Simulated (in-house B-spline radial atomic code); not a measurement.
**Tl⁷¹⁺: excited configurations**

Aim: the energies of several excited configurations of Tl⁷¹⁺ above a reference configuration, each from its own self-consistent run.

The numbers are computed with in-house B-spline radial atomic code version 1 (Dirac-Hartree-Fock, average of configuration, Fermi nucleus, basis-set limit), except any that are marked as measured or tabulated.

## Step 1: Starting point

```
element       : thallium (Z = 81)
charge        : +71
electrons     : 10
configuration : [He] 2s2 2p6
Hamiltonian   : Dirac-Coulomb
nucleus       : Fermi, rms radius 5.476 fm
```

The outer shells:

[He] 2s2 2p6
```
[He] core
2s [↑↓]
2p [↑↓][↑↓][↑↓]
```

Settings, as recorded:

```ini
Z = 81
electrons = 10.0
configuration = [He] 2s2 2p6
hamiltonian = dirac
method = hf
spin_polarised = False
nucleus = fermi
rms_radius = 5.4759
mass_number = 205
atomic_mass = 204.974427318
speed_of_light = 137.035999084
```

From the earlier run of the reference: total energy -13557.924020 hartree. Levels, eight at most:

| orbital | occupation | energy (eV) | <r> (bohr) |
| --- | --- | --- | --- |
| 1s1/2 | 2 | -92867.1 | 0.01630 |
| 2s1/2 | 2 | -21803.1 | 0.06698 |
| 2p1/2 | 2 | -21249.6 | 0.05500 |
| 2p3/2 | 4 | -19107.1 | 0.06336 |

## Step 2: [He] 2s1 2p6 3p1

Settings, as recorded:

```ini
Z = 81
electrons = 10.0
configuration = [He] 2s1 2p6 3p1
hamiltonian = dirac
method = hf
spin_polarised = False
nucleus = fermi
rms_radius = 5.4759
mass_number = 205
atomic_mass = 204.974427318
speed_of_light = 137.035999084
```

## Step 3: Run with [He] 2s1 2p6 5s1

Changes to the settings of step 2:

```diff
@@ -2,3 +2,3 @@
 electrons = 10.0
-configuration = [He] 2s1 2p6 3p1
+configuration = [He] 2s1 2p6 5s1
 hamiltonian = dirac
```

## Step 4: Configuration [He] 2s1 2p6 4s1

Changes to the settings of step 3:

```diff
@@ -2,3 +2,3 @@
 electrons = 10.0
-configuration = [He] 2s1 2p6 5s1
+configuration = [He] 2s1 2p6 4s1
 hamiltonian = dirac
```

## Step 5: [He] 2s1 2p6 6p1

Changes to the settings of step 4:

```diff
@@ -2,3 +2,3 @@
 electrons = 10.0
-configuration = [He] 2s1 2p6 4s1
+configuration = [He] 2s1 2p6 6p1
 hamiltonian = dirac
```

## Step 6: Configuration [He] 2s2 2p5 3s1

Changes to the settings of step 5:

```diff
@@ -2,3 +2,3 @@
 electrons = 10.0
-configuration = [He] 2s1 2p6 6p1
+configuration = [He] 2s2 2p5 3s1
 hamiltonian = dirac
```

Before running: How far above the reference does each configuration lie (order and size, in eV)?

As calculated:

| net move | configuration | energy above the reference (eV) | with Breit, QED, recoil (eV) | largest <r> (bohr) |
| --- | --- | --- | --- | --- |
| 2p → 3s | [He] 2s2 2p5 3s1 | 10727.3 | 10700.3 | 0.161 |
| 2s → 3p | [He] 2s1 2p6 3p1 | 13281.9 | 13231.9 | 0.162 |
| 2s → 4s | [He] 2s1 2p6 4s1 | 16859.7 | 16805.3 | 0.295 |
| 2s → 5s | [He] 2s1 2p6 5s1 | 18704.9 | 18647.5 | 0.473 |
| 2s → 6p | [He] 2s1 2p6 6p1 | 19748.7 | 19689.5 | 0.709 |

Quantum defects of the promoted electron, δ = n − ζ/√(−2ε) with ζ = 72 and ε its orbital energy in hartree:

| promotion | δ |
| --- | --- |
| 2p → 3s | 0.215 |
| 2s → 3p | 0.123 |
| 2s → 4s | 0.312 |
| 2s → 5s | 0.286 |
| 2s → 6p | 0.137 |

What this shows: The energies run from 10727.3 eV (2p → 3s) to 19748.7 eV (2s → 6p). 1 of them lies more than 2 % above the ionisation threshold that Koopmans' theorem gives (19107.1 eV), where such states can decay by emitting an electron. Of those tabulated, the defect is largest for 4s (0.31) and least for 3p (0.12); at this charge much of the defect is relativistic. Two partly filled shells share a symmetry and can mix in the average, which may lower the energy, for: 2s → 4s; 2s → 5s. These are averages over configurations, without correlation, not spectroscopic levels.
